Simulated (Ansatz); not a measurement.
**C₃H₅B: up Jacob's ladder to CCSD(T)**

An exercise on one series of results from a longer session: the logs are not shown, and one member is left open.

Program: Ansatz 0.2.0, Gaussian basis. Level of theory: functionals in def2-TZVPP, the program's frozen cores in correlated methods. These are calculated values, not measurements.

Levels to be run: LDA (SPW92), PBE-D4, revPBE-D4, BLYP-D4, r2SCAN-D4, B97M-V, PBE0-D4, B3LYP-D4, r2SCANh-D4, r2SCAN0-D4, HSE06-D4, BHLYP-D4, CAM-B3LYP-D4, LC-ωPBE, ωB97X-V, ωB97M-V, B2PLYP, PBE-QIDH; CCSD(T)/def2-SVP; CCSD(T)/def2-TZVPP; MP2/def2-QZVPP; extrapolation to the limit; RPA on PBE.

**The geometry**

All runs share one geometry, relaxed beforehand with PBE0-D4 in a triple-zeta def2 set.

SMILES `BC1=CC1`, 9 atoms, charge 0, spin multiplicity 1.

Atoms are counted from 1 here; the program's logs count them from 0.

Bond lengths: B1–C2 1.484 Å, B1–H5 1.195 Å, B1–H6 1.195 Å, C2–C3 1.283 Å, C2–C4 1.638 Å, C3–C4 1.497 Å, C3–H7 1.073 Å, C4–H8 1.087 Å, C4–H9 1.087 Å. Angles: C2–B1–H5 118.9°, C2–B1–H6 118.9°, H5–B1–H6 121.3°, B1–C2–C3 136.6°, B1–C2–C4 76.4°, C3–C2–C4 60.2°, C2–C3–C4 71.7°, C2–C3–H7 147.5°, C4–C3–H7 140.8°, C2–C4–C3 48.1°, C2–C4–H8 119.5°, C2–C4–H9 119.6°, C3–C4–H8 117.5°, C3–C4–H9 117.5°, H8–C4–H9 116.8°.

The first run:

Input file in.yaml:

```yaml
crystal:
  periodic: [false, false, false]
  atoms:
    - {symbol: B, position_ang: [-0.589797, 0.992045, -0.562771]}
    - {symbol: C, position_ang: [0.742728, 0.339053, -0.535385]}
    - {symbol: C, position_ang: [1.276595, -0.666558, 0.055855]}
    - {symbol: C, position_ang: [-0.151665, -0.566915, 0.494728]}
    - {symbol: H, position_ang: [-1.360472, 0.695916, -1.427019]}
    - {symbol: H, position_ang: [-0.789056, 1.928297, 0.152964]}
    - {symbol: H, position_ang: [2.153310, -1.266375, 0.206586]}
    - {symbol: H, position_ang: [-0.850600, -1.298442, 0.096883]}
    - {symbol: H, position_ang: [-0.342644, -0.203121, 1.501260]}
basis:
  gaussian: {orbitals: def2-TZVPP}
hamiltonian: {xc: lda}
output: {orbitals: {seedname: orbitals}}
```

Command:

```bash
ansatz run in.yaml --threads 2 --pin off --events-out ev --progress --plain --max-ram 4352MiB
```

Among the steps run: LDA; PBE-D4 (GGA); revPBE-D4 (GGA); BLYP-D4 (GGA); r2SCAN-D4 (meta-GGA); B97M-V (meta-GGA); PBE0-D4 (hybrid); B3LYP-D4 (hybrid); r2SCANh-D4 (hybrid); r2SCAN0-D4 (hybrid); HSE06-D4 (hybrid); BHLYP-D4 (hybrid); CAM-B3LYP-D4 (range-separated); LC-ωPBE (range-separated); ωB97X-V (range-separated); ωB97M-V (range-separated); B2PLYP (double hybrid); PBE-QIDH (double hybrid).

One of the session's tables, all rows but one given; the rest of the session is left out.

It belongs to the step «Orbital energies across the functionals». 

```
  functional  HOMO (eV)  gap (eV)
 LDA (SPW92)          ?         ?
      PBE-D4      -6.65      5.57
   revPBE-D4      -6.60      5.59
     BLYP-D4      -6.51      5.56
   r2SCAN-D4      -6.84      6.00
      B97M-V      -6.89      6.06
     PBE0-D4      -7.83      7.77
    B3LYP-D4      -7.61      7.31
  r2SCANh-D4      -7.29      6.82
  r2SCAN0-D4      -7.96      8.04
    HSE06-D4      -7.43      6.98
    BHLYP-D4      -8.87      9.93
CAM-B3LYP-D4      -9.17     10.27
     LC-ωPBE     -10.58     12.86
     ωB97X-V     -10.18     12.38
     ωB97M-V     -10.06     12.12
```

Estimate the missing values for LDA (SPW92).

**Answer.** HOMO (eV): -6.77; gap (eV): 5.48. In the column «HOMO (eV)» it lies between r2SCAN-D4 (-6.84) and PBE-D4 (-6.65).
